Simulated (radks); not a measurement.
# Nuclear size and the levels of Yb⁺

One table from this session's results is given with a row withheld; the runs are named, their logs left out.

Program: radks (a radial shooting solver on a logarithmic mesh, Libxc functionals) version 1. Level of theory: Dirac Kohn-Sham, relativistic LDA (MacDonald-Vosko exchange, VWN5 correlation), spin-unpolarised, spherical densities, finite nucleus. These are calculated values, not measurements, unless marked.

**The atom as given**

* element: ytterbium (Z = 70)
* charge: +1
* electrons: 69
* configuration: [Xe] 4f14 6s1
* nuclear rms radius: 5.3108 fm

The outer shells:

Yb⁺
```
[Xe] core
4f [↑↓][↑↓][↑↓][↑↓][↑↓][↑↓][↑↓]
6s [↑ ]
```

The first run:

Input:

```text
Z 70
configuration [Xe] 4f14 6s1 5d0 6p0
relativity Dirac
functional lda_x_rel,vwn5
spin unpolarised
j_filling average
nucleus finite rms 5.3108 fm
c 137.035999084
```

Steps of the session up to this table: rms radius 5.3108 fm.

One table of the session follows, with a row left open; its other results are not shown here.

It belongs to the step «rms radius 5.3108 fm». From the orbitals of this run (lengths in bohr):

| level | <r> | outermost maximum (interpolated) | 90 % within | nodes |
| --- | --- | --- | --- | --- |
| 5p3/2 | ? | ? | ? | ? |
| 4f5/2 | 0.7727 | 0.479 | 1.35 | 0 |
| 4f7/2 | 0.7955 | 0.485 | 1.40 | 0 |
| 6s1/2 | 3.508 | 3.05 | 5.12 | 5 |
| 5d3/2 | 2.714 | 1.93 | 4.42 | 2 |
| 5d5/2 | 2.813 | 2.00 | 4.58 | 2 |
| 6p1/2 | 4.389 | 3.81 | 6.43 | 4 |
| 6p3/2 | 4.675 | 4.09 | 6.82 | 4 |

Estimate the missing values for 5p3/2.

**Answer.** <r>: 1.488; outermost maximum (interpolated): 1.26; 90 % within: 2.21; nodes: 3. In the column «<r>» it lies between 4f7/2 (0.7955) and 5d3/2 (2.714).
